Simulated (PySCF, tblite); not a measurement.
# C5H9FOS: a rotation path, then NMR shifts on frames, part 2 of 2

tblite 0.8.0 and PySCF 2.14.0. Atoms count from 0. The steps go on from the part before.

## (5) Shielding tensors: image 5, PBE0/pcSseg-1

The job: settings as JSON, then the geometry in Å.

```
{"job": {"kind": "nmr", "xc": "PBE0", "basis": "pcSseg-1", "pop": false}, "charge": 0, "multiplicity": 1}
C     -2.067500    -0.758300     0.317300
C     -0.802000    -0.493000    -0.500700
C     -0.040000     0.697800     0.005600
C     -0.544300     1.915900    -0.114900
F      0.017500     3.018200     0.382200
S      1.529800     0.492000     0.962900
C      2.230800    -0.919000    -0.020800
O      2.373200     1.627200     0.615500
H     -1.831300    -0.853600     1.374200
H     -2.535100    -1.681200    -0.017700
H     -2.780200     0.052400     0.196300
H     -0.175800    -1.380800    -0.469100
H     -1.081200    -0.321200    -1.543200
H     -1.468900     2.147400    -0.632700
H      1.728500    -1.842900     0.239400
H      2.166900    -0.710600    -1.082600
H      3.272500    -0.978300     0.278200
```

Level: GIAO PBE0/pcSseg-1 NMR shielding, non-relativistic, gas phase.

The log of the run:

```text
coarse grid: 14808 points
cycle   1  E = -768.2489325110  dE =  1.249e+00  |g| = 9.813e-01  |ddm| = 3.851e+00
cycle   2  E = -767.3829877649  dE =  8.659e-01  |g| = 2.258e+00  |ddm| = 4.481e+00
cycle   3  E = -768.4110775250  dE = -1.028e+00  |g| = 3.271e-01  |ddm| = 3.907e+00
cycle   4  E = -768.4311968285  dE = -2.012e-02  |g| = 1.507e-01  |ddm| = 4.824e-01
cycle   5  E = -768.4359981909  dE = -4.801e-03  |g| = 4.943e-02  |ddm| = 1.624e-01
cycle   6  E = -768.4365506616  dE = -5.525e-04  |g| = 1.096e-02  |ddm| = 5.094e-02
cycle   7  E = -768.4365749092  dE = -2.425e-05  |g| = 3.536e-03  |ddm| = 1.299e-02
cycle   8  E = -768.4365773523  dE = -2.443e-06  |g| = 8.887e-04  |ddm| = 4.093e-03
final grid: 138952 points
cycle   9  E = -768.5042758320  dE = -3.381e-05  |g| = 1.242e-02  |ddm| = 3.554e-02
cycle  10  E = -768.5042205876  dE =  5.524e-05  |g| = 2.036e-02  |ddm| = 3.485e-02
cycle  11  E = -768.5043082919  dE = -8.770e-05  |g| = 3.772e-03  |ddm| = 2.588e-02
cycle  12  E = -768.5043111825  dE = -2.891e-06  |g| = 3.428e-04  |ddm| = 3.841e-03
cycle  13  E = -768.5043112032  dE = -2.071e-08  |g| = 1.876e-04  |ddm| = 5.424e-04
cycle  14  E = -768.5043112102  dE = -7.017e-09  |g| = 4.226e-05  |ddm| = 1.687e-04
cycle  15  E = -768.5043112106  dE = -4.022e-10  |g| = 1.620e-05  |ddm| = 6.380e-05
converged SCF energy = -768.5043112106

GIAO shielding tensors (ppm)
atom      isotropic    diamagn.    paramagn.     s11        s22        s33       span
  0 C      165.380     246.836     -81.456    146.168    163.426    186.546     40.378
  1 C      163.830     246.850     -83.019    151.611    162.897    176.983     25.372
  2 C       40.756     270.264    -229.508    -51.819     56.199    117.889    169.708
  3 C       23.189     246.824    -223.635    -71.590     65.355     75.802    147.392
  4 F      285.434     470.712    -185.279    176.714    225.279    454.307    277.593
  5 S      153.980    1051.352    -897.372    -18.542     77.940    402.541    421.082
  6 C      141.031     254.248    -113.217    105.809    136.798    180.486     74.677
  7 O      275.765     393.933    -118.169     35.852    293.899    497.544    461.692
  8 H       30.720      29.987       0.733     26.924     29.568     35.668      8.743
  9 H       30.649      28.637       2.012     25.937     27.801     38.208     12.270
 10 H       30.845      30.104       0.741     26.987     29.364     36.184      9.197
 11 H       30.010      33.169      -3.160     24.279     30.060     35.689     11.410
 12 H       29.215      31.601      -2.387     24.866     28.103     34.676      9.810
 13 H       24.362      30.891      -6.529     21.156     23.498     28.433      7.277
 14 H       29.626      31.445      -1.819     25.352     29.199     34.326      8.974
 15 H       28.707      31.439      -2.732     25.353     28.579     32.189      6.836
 16 H       29.246      28.667       0.578     26.400     27.115     34.222      7.822
```

Run time: 70 s. Hardware: 1 thread, shared host.

This run: δ C3 163.7, C2 146.2, C6 45.9, C1 23.1, H13 7.35, H15 3.01 ppm.

## (6) Nuclear shieldings: image 6, PBE0/pcSseg-1

The job: settings as JSON, then the geometry in Å.

```
{"job": {"kind": "nmr", "xc": "PBE0", "basis": "pcSseg-1", "pop": false}, "charge": 0, "multiplicity": 1}
C     -2.198600    -0.679500     0.385800
C     -0.841400    -0.633600    -0.315600
C     -0.036700     0.579900     0.048400
C     -0.427300     1.802800    -0.267400
F      0.221500     2.919000     0.065300
S      1.431900     0.216100     1.091000
C      2.323600    -0.715300    -0.249100
O      2.193900     1.439300     1.283500
H     -2.067300    -0.665000     1.464600
H     -2.720300    -1.593300     0.111800
H     -2.814400     0.168500     0.101000
H     -0.282900    -1.524100    -0.028000
H     -0.990400    -0.660000    -1.397800
H     -1.318000     2.026800    -0.845500
H      1.813400    -1.648900    -0.450900
H      2.387900    -0.105200    -1.142200
H      3.318200    -0.915400     0.135200
```

Level: GIAO PBE0/pcSseg-1 NMR shielding, non-relativistic, gas phase.

The log of the run:

```text
coarse grid: 14808 points
cycle   1  E = -768.2558004482  dE =  1.256e+00  |g| = 9.761e-01  |ddm| = 3.873e+00
cycle   2  E = -767.4293089490  dE =  8.265e-01  |g| = 2.222e+00  |ddm| = 4.617e+00
cycle   3  E = -768.4153357549  dE = -9.860e-01  |g| = 3.272e-01  |ddm| = 4.003e+00
cycle   4  E = -768.4360859478  dE = -2.075e-02  |g| = 1.447e-01  |ddm| = 4.912e-01
cycle   5  E = -768.4405716462  dE = -4.486e-03  |g| = 4.666e-02  |ddm| = 1.534e-01
cycle   6  E = -768.4410591947  dE = -4.875e-04  |g| = 1.024e-02  |ddm| = 4.859e-02
cycle   7  E = -768.4410810117  dE = -2.182e-05  |g| = 3.148e-03  |ddm| = 1.272e-02
cycle   8  E = -768.4410829605  dE = -1.949e-06  |g| = 8.614e-04  |ddm| = 3.679e-03
final grid: 138952 points
cycle   9  E = -768.5081902311  dE = -3.340e-05  |g| = 1.215e-02  |ddm| = 3.237e-02
cycle  10  E = -768.5081360556  dE =  5.418e-05  |g| = 2.008e-02  |ddm| = 3.438e-02
cycle  11  E = -768.5082207833  dE = -8.473e-05  |g| = 3.747e-03  |ddm| = 2.632e-02
cycle  12  E = -768.5082236454  dE = -2.862e-06  |g| = 3.462e-04  |ddm| = 4.033e-03
cycle  13  E = -768.5082236659  dE = -2.059e-08  |g| = 1.815e-04  |ddm| = 5.207e-04
cycle  14  E = -768.5082236724  dE = -6.442e-09  |g| = 3.751e-05  |ddm| = 1.591e-04
cycle  15  E = -768.5082236727  dE = -3.224e-10  |g| = 1.342e-05  |ddm| = 5.646e-05
converged SCF energy = -768.5082236727

GIAO shielding tensors (ppm)
atom      isotropic    diamagn.    paramagn.     s11        s22        s33       span
  0 C      166.578     246.120     -79.543    148.180    165.312    186.242     38.062
  1 C      165.830     247.110     -81.280    152.693    167.989    176.808     24.115
  2 C       43.119     272.561    -229.442    -48.004     55.846    121.516    169.520
  3 C       24.610     246.529    -221.919    -68.952     67.883     74.897    143.849
  4 F      304.653     470.662    -166.009    180.087    242.250    491.622    311.535
  5 S      149.979    1051.773    -901.794    -44.482     62.444    431.975    476.456
  6 C      140.208     253.791    -113.582    110.050    125.858    184.717     74.668
  7 O      268.589     394.125    -125.536     52.564    288.802    464.401    411.837
  8 H       30.577      29.503       1.074     26.621     29.224     35.885      9.265
  9 H       30.638      28.209       2.429     25.952     27.793     38.168     12.216
 10 H       30.869      29.962       0.907     26.808     29.492     36.308      9.500
 11 H       30.757      32.338      -1.581     25.208     31.479     35.584     10.376
 12 H       29.603      31.788      -2.185     24.805     28.777     35.226     10.420
 13 H       24.237      31.032      -6.795     20.757     23.439     28.514      7.758
 14 H       29.508      31.428      -1.920     25.233     29.711     33.581      8.348
 15 H       28.878      31.118      -2.240     25.884     28.325     32.425      6.541
 16 H       29.233      28.792       0.441     26.574     26.744     34.381      7.807
```

Wall time 71 s (1 thread, shared host).

Key values: δ C3 162.3, C2 143.8, C6 46.7, C1 21.1, H13 7.48, H15 2.84 ppm.

## (7) Nuclear shieldings: image 8, PBE0/pcSseg-1

The job: settings as JSON, then the geometry in Å.

```
{"job": {"kind": "nmr", "xc": "PBE0", "basis": "pcSseg-1", "pop": false}, "charge": 0, "multiplicity": 1}
C     -2.129900    -0.708700     0.787900
C     -1.231400    -0.665300    -0.448300
C     -0.139100     0.335800    -0.259800
C     -0.099800     1.498900    -0.882000
F      0.877200     2.397800    -0.708000
S      1.071700    -0.181500     1.037200
C      2.495600    -0.294700    -0.137100
O      1.335000     0.968200     1.891800
H     -1.540300    -0.930400     1.674600
H     -2.893500    -1.473500     0.673300
H     -2.618300     0.251600     0.932700
H     -0.781400    -1.650000    -0.596800
H     -1.823600    -0.420300    -1.332000
H     -0.829600     1.842400    -1.606500
H      2.242800    -0.995400    -0.924500
H      2.705600     0.689800    -0.538000
H      3.352000    -0.652800     0.425600
```

Level: GIAO PBE0/pcSseg-1 NMR shielding, non-relativistic, gas phase.

The log of the run:

```text
coarse grid: 14808 points
cycle   1  E = -768.2595556044  dE =  1.251e+00  |g| = 9.766e-01  |ddm| = 3.853e+00
cycle   2  E = -767.4169595607  dE =  8.426e-01  |g| = 2.227e+00  |ddm| = 4.476e+00
cycle   3  E = -768.4208521605  dE = -1.004e+00  |g| = 3.204e-01  |ddm| = 3.914e+00
cycle   4  E = -768.4405094511  dE = -1.966e-02  |g| = 1.421e-01  |ddm| = 4.653e-01
cycle   5  E = -768.4446028541  dE = -4.093e-03  |g| = 4.921e-02  |ddm| = 1.460e-01
cycle   6  E = -768.4451582026  dE = -5.553e-04  |g| = 1.124e-02  |ddm| = 4.993e-02
cycle   7  E = -768.4451851663  dE = -2.696e-05  |g| = 3.460e-03  |ddm| = 1.408e-02
cycle   8  E = -768.4451875418  dE = -2.376e-06  |g| = 9.396e-04  |ddm| = 3.649e-03
final grid: 138952 points
cycle   9  E = -768.5118626805  dE = -2.620e-05  |g| = 1.228e-02  |ddm| = 3.352e-02
cycle  10  E = -768.5118054777  dE =  5.720e-05  |g| = 2.054e-02  |ddm| = 3.574e-02
cycle  11  E = -768.5118944181  dE = -8.894e-05  |g| = 3.668e-03  |ddm| = 2.578e-02
cycle  12  E = -768.5118971116  dE = -2.693e-06  |g| = 3.202e-04  |ddm| = 3.571e-03
cycle  13  E = -768.5118971278  dE = -1.620e-08  |g| = 1.798e-04  |ddm| = 4.698e-04
cycle  14  E = -768.5118971344  dE = -6.557e-09  |g| = 3.920e-05  |ddm| = 1.663e-04
cycle  15  E = -768.5118971347  dE = -3.240e-10  |g| = 1.686e-05  |ddm| = 4.939e-05
converged SCF energy = -768.5118971347

GIAO shielding tensors (ppm)
atom      isotropic    diamagn.    paramagn.     s11        s22        s33       span
  0 C      168.718     247.370     -78.651    154.000    166.197    185.958     31.957
  1 C      160.927     245.284     -84.357    151.926    160.420    170.435     18.509
  2 C       38.088     272.011    -233.924    -53.810     45.250    122.823    176.633
  3 C       27.894     247.055    -219.161    -54.476     67.634     70.524    125.000
  4 F      293.194     473.312    -180.118    194.511    245.049    440.023    245.512
  5 S      166.871    1052.773    -885.902    -46.644     92.158    455.099    501.742
  6 C      141.799     254.438    -112.639    110.115    130.889    184.394     74.278
  7 O      264.655     395.756    -131.101     37.106    274.067    482.793    445.688
  8 H       29.958      29.711       0.247     25.333     29.976     34.565      9.232
  9 H       30.481      28.008       2.474     26.037     27.449     37.958     11.920
 10 H       30.640      29.752       0.888     26.944     28.634     36.343      9.399
 11 H       30.026      30.879      -0.853     25.592     29.311     35.173      9.581
 12 H       29.828      31.309      -1.481     25.162     28.927     35.395     10.233
 13 H       24.377      30.955      -6.579     20.880     24.829     27.421      6.542
 14 H       29.924      31.438      -1.513     26.488     28.617     34.668      8.180
 15 H       28.157      31.267      -3.110     23.937     29.135     31.398      7.461
 16 H       29.139      28.962       0.177     26.152     26.937     34.329      8.178
```

Wall time 74 s (1 thread, shared host).

In short: δ C3 159.0, C2 148.8, C6 45.1, C1 26.0, H13 7.34, H15 3.56 ppm.

## (8) Side by side: NMR shifts

Shifts (ppm) of some atoms, chosen among heavy atoms and hydrogens apart, with basis size and wall time:

| frame | C3 | C1 | H11 | H15 | F4 | S5 | O7 | functions | time |
| --- | --- | --- | --- | --- | --- | --- | --- | --- | --- |
| image 0 | 155.9 | 11.9 | 3.07 | 2.50 | -123.1 | 296 | 43.4 | 188 | 1.9 min |
| image 2 | 161.0 | 17.3 | 2.65 | 2.58 | -118.3 | 318 | 66.7 | 188 | 81 s |
| image 5 | 163.7 | 23.1 | 1.71 | 3.01 | -114.5 | 350 | 60.3 | 188 | 70 s |
| image 6 | 162.3 | 21.1 | 0.96 | 2.84 | -133.7 | 354 | 67.5 | 188 | 71 s |
| image 8 | 159.0 | 26.0 | 1.69 | 3.56 | -122.2 | 337 | 71.4 | 188 | 74 s |

## (9) Outcome

What follows sums up all 2 parts.

```
                                         quantity                                                     value
                                          barrier                        0.319 eV (7.4 kcal/mol) at image 5
                            end to end (GFN2-xTB)                                                  0.121 eV
  13C shifts against TMS (PBE0/pcSseg-1, image 0)                        155.9, 148.2, 48.8, 21.4, 11.9 ppm
   1H shifts against TMS (PBE0/pcSseg-1, image 0)  7.05, 3.07, 2.54, 2.50, 2.05, 1.80, 1.40, 1.11, 0.99 ppm
19F shifts against CFCl3 (PBE0/pcSseg-1, image 0)                                                -123.1 ppm
  33S shifts against CS2 (PBE0/pcSseg-1, image 0)                                                   296 ppm
  17O shifts against H2O (PBE0/pcSseg-1, image 0)                                                  43.4 ppm
            surface potential, 1st and 99th percentile                                        -1.93 V and 1.42 V
                         range of the shift of S5                                            296 to 354 ppm
```

What this shows: Along the band the dihedral turns by 218°, and the top (dihedral 39°) lies 7.4 kcal/mol above the start (GFN2-xTB, rough), so at room temperature this motion is fast. The top was not checked by a frequency run. Shifts at one fixed geometry are not the observed spectrum, which averages over the motion. In the first frame run (image 0): The largest span, 415 ppm, is at O7, where the paramagnetic term is -105 ppm. By nearest atom (PBE0/pcSseg-1), the HOMO sits on O7 42 %; S5 25 % and the LUMO on C2, C3 about 27 % each; S5 10 %. Across the 5 runs the shift of S5 moves most, between 296 (image 0) and 354 ppm (image 6).
